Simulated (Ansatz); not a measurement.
# CH4GeS, SMILES C[S][GeH]: the energy of protonation at one site

Computed with Ansatz's Python interface.

`pa_ch4ges.py`:
```python
from dataclasses import dataclass

import ansatz as az
from ase import Atoms
import numpy as np


@dataclass
class RunConfig:
    basis: str = "def2-SVP"
    xc: str = "hf"
    net_charge: int = 1
    force_tol: float = 0.01


cfg = RunConfig()

atoms = Atoms(["C", "S", "Ge", "H", "H", "H", "H"], positions=[
    (-0.7995, 0.6375, -0.2299),
    (0.0001, -0.095, 1.1646),
    (1.425, -1.1701, -0.1419),
    (-1.2007, -0.0871, -0.9096),
    (-0.1382, 1.3116, -0.8307),
    (-1.6731, 1.3339, 0.1389),
    (2.4476, -1.9989, 0.763),
])
ch4ges = az.Crystal.molecule_from_ase(atoms)

setup = ch4ges.calculation()
setup = setup.basis(gaussian=cfg.basis)
setup = setup.functional(cfg.xc)
symbols = [site.symbol for site in ch4ges.cartesian_sites]
start = np.array([site.position_ang for site in ch4ges.cartesian_sites], dtype=float)
r = setup.relax(force_tolerance=0.01).run().report
end = np.array(r["positions_ang"])

away = sum((end[1] - end[j]) / np.linalg.norm(end[1] - end[j]) for j in [0, 2]) + np.array([0.15, 0.1, -0.2])
proton = end[1] + 1.4 * away / np.linalg.norm(away)
acid = az.Crystal.molecule()
for symbol, place in zip(symbols, end):
    acid = acid.atom(symbol, place.tolist())
acid = acid.atom("H", proton.tolist())
protonated = (
    acid.calculation()
    .basis(gaussian=cfg.basis)
    .functional(cfg.xc)
    .charge(cfg.net_charge)
    .relax(force_tolerance=cfg.force_tol, max_steps=80)
)
after = protonated.run().report
xyz = np.array(after["positions_ang"])
reach = np.linalg.norm(xyz[:-1] - xyz[-1], axis=1)
print(f"base {r['free_energy_ev']:.5f} eV, protonated {after['free_energy_ev']:.5f} eV")
print(f"the proton ends {reach.min():.3f} A from {symbols[reach.argmin()]}{reach.argmin()}")
print(f"electronic proton affinity {23.060548 * (r['free_energy_ev'] - after['free_energy_ev']):.1f} kcal/mol")
```

```console
$ python pa_ch4ges.py
base -68373.32041 eV, protonated -68382.00660 eV
the proton ends 1.338 A from S1
electronic proton affinity 200.3 kcal/mol
```

Notes:
- Total energies depend on the basis set; only differences at equal settings carry meaning.
- The proton is put on one chosen atom, which needn't be the most basic site, so the molecule's proton affinity can be higher; the ends are stationary points, not checked by frequencies, and zero-point and thermal terms count only where printed.
- Hartree-Fock leaves correlation out, so bond, atomisation and ionisation energies come out well too low.
- Finished in 33 s on 1 thread of Arm Neoverse V1, with other jobs on the host, peak memory 0.25 GiB.
